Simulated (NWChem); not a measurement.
# Li4H4 ((LiH)4 cube) at B97/6-311+G(d)

What is the solvation energy at fixed shape (SMD, heptane) of Li4H4 ((LiH)4 cube) at B97/6-311+G*? 

Program for the calculation: NWChem 7.3.0.

## 1. The molecule

The species is Li4H4 (8 atoms), meant as a singlet with charge 0. Geometry: a GFN1-xTB relaxation, a rough one for these elements and not checked as a minimum.

Bond lengths: Li1–H2 1.832 Å, H2–Li3 1.826 Å, Li1–H4 1.824 Å, Li3–H4 1.837 Å, H4–Li5 1.832 Å, Li1–H6 1.831 Å, Li5–H6 1.833 Å, H2–Li7 1.840 Å, H6–Li7 1.831 Å, Li3–H8 1.825 Å, Li5–H8 1.825 Å, Li7–H8 1.827 Å. Some angles: Li1–H2–Li3 82.9°, Li1–H2–Li7 82.5°, Li3–H2–Li7 82.6°, Li1–H4–Li3 82.8°, Li1–H4–Li5 83.0°, Li3–H4–Li5 82.5°, Li1–H6–Li5 82.8°, Li1–H6–Li7 82.8°, Li5–H6–Li7 82.6°, Li3–H8–Li5 83.0°.

## 2. The energy at B97/6-311+G(d)

The input, h4li4.xyz:

```xyz
8
H4Li4 B97
Li     1.293290     0.325620     0.645200
H      0.541010     1.489960    -0.553290
Li    -0.996260     1.046320     0.327570
H     -0.198880     0.067650     1.662670
Li    -0.485230    -1.311870     0.491600
H      1.125480    -1.185740    -0.374880
Li     0.180880    -0.063960    -1.470610
H     -1.460300    -0.367970    -0.728270
```

The input, run.py:

```python
from ase.io import read
from ase.calculators.nwchem import NWChem

atoms = read('h4li4.xyz')

calc = NWChem(
    label='h4li4',
    theory='dft',
    memory='2200 mb',
    basis='6-311+G*',
    basispar='spherical bse',
    dft={'xc': 'becke97', 'mult': '1', 'grid': 'xfine', 'convergence': 'energy 1e-06', 'direct': None},
    task='energy',
)
atoms.calc = calc

print("Total energy (eV):", round(atoms.get_potential_energy(), 6))
print("dipole (e A):", atoms.get_dipole_moment().round(4))
```

Command:

```sh
$ export ASE_NWCHEM_COMMAND="nwchem PREFIX.nwi > PREFIX.nwo"
$ python run.py
```

The log of the run:

```text
Total energy (eV): -885.466663
dipole (e A): [-0.0084 -0.0047 -0.0068]
```

The calculator wrote h4li4.nwi:

```
title "h4li4"

permanent_dir h4li4

scratch_dir h4li4

start h4li4

geometry units angstrom nocenter noautosym noautoz
  Li 1.2932900000000001e+00 3.2562000000000002e-01 6.4520000000000000e-01
  H  5.4100999999999999e-01 1.4899600000000000e+00 -5.5328999999999995e-01
  Li -9.9626000000000003e-01 1.0463199999999999e+00 3.2756999999999997e-01
  H  -1.9888000000000000e-01 6.7650000000000002e-02 1.6626700000000001e+00
  Li -4.8522999999999999e-01 -1.3118700000000001e+00 4.9159999999999998e-01
  H  1.1254800000000000e+00 -1.1857400000000000e+00 -3.7487999999999999e-01
  Li 1.8088000000000001e-01 -6.3960000000000003e-02 -1.4706100000000000e+00
  H  -1.4602999999999999e+00 -3.6797000000000002e-01 -7.2826999999999997e-01
end

memory 2200 mb

basis spherical bse noprint
   * library 6-311+G*
end

dft
  xc becke97
  mult 1
  grid xfine
  convergence energy 1e-06
  direct
end

task dft energy
```

h4li4.nwo, shortened:

```text
[...]
         Total DFT energy =      -32.540299938939
      One electron energy =      -93.031923970161
           Coulomb energy =       44.215095082170
    Exchange-Corr. energy =       -9.108429584474
 Nuclear repulsion energy =       25.384958533526
[... 5 lines left out ...]
                       DFT Final Molecular Orbital Analysis
[... 688 lines left out ...]
[...]
```

It took 51 s on 1 thread of Intel Xeon Platinum 8259CL at 2.50GHz (Skylake/Cascade Lake), shared host; peak memory 0.13 GiB.

## 3. The energy at B97/6-311+G(d) (SMD heptane)

The input, h4li4.nw:

```
start h4li4
memory total 2200 mb
geometry units angstroms noautosym nocenter
 zmatrix
   Li
   H 1 1.832482
   Li 2 1.826453 1 82.86368
   H 1 1.824381 2 96.82453 3 -7.42578
   Li 4 1.832069 1 82.98211 2 90.62417
   H 1 1.831101 4 96.83577 5 -7.3411
   Li 6 1.830651 1 82.81659 4 90.77433
   H 5 1.824772 4 96.96915 1 -90.34317
 end
end
basis spherical bse
 Li library 6-311+G*
 H library 6-311+G*
end
cosmo
 do_cosmo_smd true
 solvent heptane
end
dft
 xc becke97
 grid xfine
 convergence energy 1e-06
 direct
 noprint "final vectors analysis"
end
task dft energy
```

Command:

```sh
$ nwchem h4li4.nw > h4li4.out
```

The log of the run:

```text
[...]
          Wavefunction type:  closed shell.
          No. of atoms     :     8
          No. of electrons :    16
[...]
          Charge           :     0
          Spin multiplicity:     1
[...]
          AO basis - number of functions:   100
[...]
              XC Information
              --------------
                    Becke 1997 Method XC Potential
                     Hartree-Fock (Exact) Exchange  0.194
                    Becke 1997 Exchange Functional  1.000
                  Becke 1997 Correlation Potential  1.000
[...]
 d= 0,ls=0.0,diis     1    -32.5170682187 -5.79D+01  1.52D-02  8.05D-02     7.7
[...]
 d= 0,ls=0.0,diis     5    -32.5521521788 -4.61D-09  3.88D-06  1.28D-09    77.8
         Total DFT energy =      -32.552152178768
      One electron energy =      -93.160203693887
           Coulomb energy =       44.213693284727
    Exchange-Corr. energy =       -9.120882695040
 Nuclear repulsion energy =       25.384958360519
             COSMO energy =        0.130282564913
[...]
```

It took 79 s on 1 thread of Intel Xeon Platinum 8259CL at 2.50GHz (Skylake/Cascade Lake), shared host; peak memory 0.14 GiB.

## 4. Outcome

At B97/6-311+G*:

| quantity | value |
| --- | --- |
| gas phase: total energy | -32.54030 Eh |
| gas phase: dipole moment | 0.06 D |
| gas phase: HOMO energy | -6.27 eV |
| gas phase: LUMO energy | -0.49 eV |
| gas phase: HOMO–LUMO gap | 5.78 eV |
| SMD, heptane: total energy | -32.55215 Eh |
| SMD, heptane: dipole moment | 0.07 D |
| SMD, heptane: HOMO energy | -6.61 eV |
| SMD, heptane: LUMO energy | -0.47 eV |
| SMD, heptane: HOMO–LUMO gap | 6.14 eV |
| SMD, heptane: solvent term in the energy | -31.1 kJ/mol |
| energy change from gas to solvent at fixed shape | -0.323 eV |

What this shows: The solvent model (SMD, heptane) lowers the energy by 0.32 eV (−7.4 kcal/mol) at the same shape.
